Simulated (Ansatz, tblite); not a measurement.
**(H2Ga-mu-NH2)3 (Ga3N3H12): rung by rung**

How do method and basis change the picture of (H2Ga-mu-NH2)3 (Ga3N3H12) (singlet)?

Program: Ansatz 0.2.0, Gaussian basis. Level of theory: as each input shows. These are calculated values, not measurements.

Plan: GFN1-xTB, GFN2-xTB, PBE-D4/def2-TZVP, r2SCAN-D4/def2-TZVP, r2SCAN0-D4/def2-TZVP, HSE06-D4/def2-TZVP, LC-ωPBE/def2-TZVP, PBE-D4/def2-SVP, PBE0-D4/def2-SVP, HF/STO-3G, MP2/def2-TZVP, RPA/def2-TZVP.

3 further runs of the same task are left out: 3 set aside as unsound or not needed.

## 1. The relaxed structure

The geometry is that of the singlet, from an earlier relaxation (PBE0-D4/def2-SVP).

18 atoms, charge 0, spin multiplicity 1.

Bond lengths: Ga1–N4 2.009 Å, Ga1–N6 2.010 Å, Ga1–H7 1.574 Å, Ga1–H8 1.574 Å, Ga2–N4 2.005 Å, Ga2–N5 2.011 Å, Ga2–H9 1.576 Å, Ga2–H10 1.576 Å, Ga3–N5 2.010 Å, Ga3–N6 2.005 Å, Ga3–H11 1.576 Å, Ga3–H12 1.576 Å, N4–H13 1.022 Å, N4–H14 1.022 Å, N5–H15 1.022 Å, N5–H16 1.022 Å, N6–H17 1.022 Å, N6–H18 1.022 Å. Angles: N4–Ga1–N6 98.2°, N4–Ga1–H7 109.4°, N4–Ga1–H8 106.5°, N6–Ga1–H7 106.4°, N6–Ga1–H8 109.4°, H7–Ga1–H8 124.0°, N4–Ga2–N5 99.5°, N4–Ga2–H9 107.8°, N4–Ga2–H10 108.7°, N5–Ga2–H9 105.9°, N5–Ga2–H10 108.5°, H9–Ga2–H10 123.8°, N5–Ga3–N6 99.3°, N5–Ga3–H11 108.6°, N5–Ga3–H12 105.9°, N6–Ga3–H11 108.8°, N6–Ga3–H12 107.9°, H11–Ga3–H12 123.6° and more.

PBE0-D4/def2-TZVP was run before; its log isn't repeated, and its numbers join the tables.

## 2. GFN1-xTB

Tight binding, by tblite at 300 K electronic temperature and without a spin-polarisation term:

```python
tblite.interface.Calculator('GFN1-xTB', numbers, positions, charge=0, uhf=0).singlepoint()
```

Energy -548.3041 eV, HOMO -10.99 eV, LUMO -4.23 eV; 0.01 s.

## 3. GFN2-xTB

Tight binding, by tblite at 300 K electronic temperature and without a spin-polarisation term:

```python
tblite.interface.Calculator('GFN2-xTB', numbers, positions, charge=0, uhf=0).singlepoint()
```

Energy -504.6992 eV, HOMO -11.39 eV, LUMO -4.48 eV; 0.007 s.

## 4. PBE-D4/def2-TZVP

start.molden holds the orbitals of an earlier run on this state, given as this run's starting guess.

File in.yaml:

```yaml
crystal:
  periodic: [false, false, false]
  atoms:
    - {symbol: Ga, position_ang: [1.936941, -0.546863, -0.512899]}
    - {symbol: Ga, position_ang: [-0.378041, 1.874943, -0.021916]}
    - {symbol: Ga, position_ang: [-1.197208, -1.420791, 0.426271]}
    - {symbol: N, position_ang: [0.685995, 0.794117, -1.333159]}
    - {symbol: N, position_ang: [-1.760017, 0.507373, 0.490126]}
    - {symbol: N, position_ang: [0.727384, -1.212490, 0.947625]}
    - {symbol: H, position_ang: [2.136631, -1.751561, -1.506758]}
    - {symbol: H, position_ang: [3.118926, 0.275906, 0.122765]}
    - {symbol: H, position_ang: [0.513281, 2.089420, 1.260234]}
    - {symbol: H, position_ang: [-1.096327, 3.045415, -0.795573]}
    - {symbol: H, position_ang: [-1.951160, -2.203062, 1.568139]}
    - {symbol: H, position_ang: [-1.244191, -1.835259, -1.094015]}
    - {symbol: H, position_ang: [1.236885, 1.440062, -1.901547]}
    - {symbol: H, position_ang: [0.063988, 0.325730, -1.995457]}
    - {symbol: H, position_ang: [-2.580545, 0.618108, -0.108169]}
    - {symbol: H, position_ang: [-2.094252, 0.730201, 1.429345]}
    - {symbol: H, position_ang: [0.809735, -0.608145, 1.767847]}
    - {symbol: H, position_ang: [1.071958, -2.123113, 1.257142]}
basis:
  gaussian: {orbitals: def2-TZVP, initial_orbitals: start.molden}
hamiltonian: {xc: pbe, dispersion: d4}
scf: {omitted_lower_state_checks: [starts]}
output: {forces: true, orbitals: {seedname: orbitals}}
```

On the command line:

```sh
$ ansatz run in.yaml --threads 4 --pin off --events-out ev --progress --plain --max-ram 4787MiB
```

After this run come: r2SCAN-D4/def2-TZVP; r2SCAN0-D4/def2-TZVP; HSE06-D4/def2-TZVP; LC-ωPBE/def2-TZVP; PBE-D4/def2-SVP; PBE0-D4/def2-SVP; HF/STO-3G; MP2/def2-TZVP; RPA/def2-TZVP.

Q: Predict the results of all the runs planned. Wanted: gap in def2-TZVP, named functionals, smallest and largest; correlation energy, MP2/def2-TZVP; binding an atom, functionals in def2-TZVP; PBE0 total energy, smallest basis above largest.

The runs gave:

| quantity | value |
| --- | --- |
| gap in def2-TZVP, named functionals, smallest and largest | 5.69 eV (PBE-D4), 12.49 eV (LC-ωPBE) |
| correlation energy, MP2/def2-TZVP | -37.11 eV |
| binding an atom, functionals in def2-TZVP | 3.01 (r2SCAN0-D4) to 3.05 eV (PBE-D4) |
| PBE0 total energy, smallest basis above largest | 25.32 eV (def2-SVP, def2-TZVP) |

**Reading.** Orbital gaps of the named functionals in def2-TZVP span 5.69 eV (PBE-D4) to 12.49 eV (LC-ωPBE); exact exchange widens it.
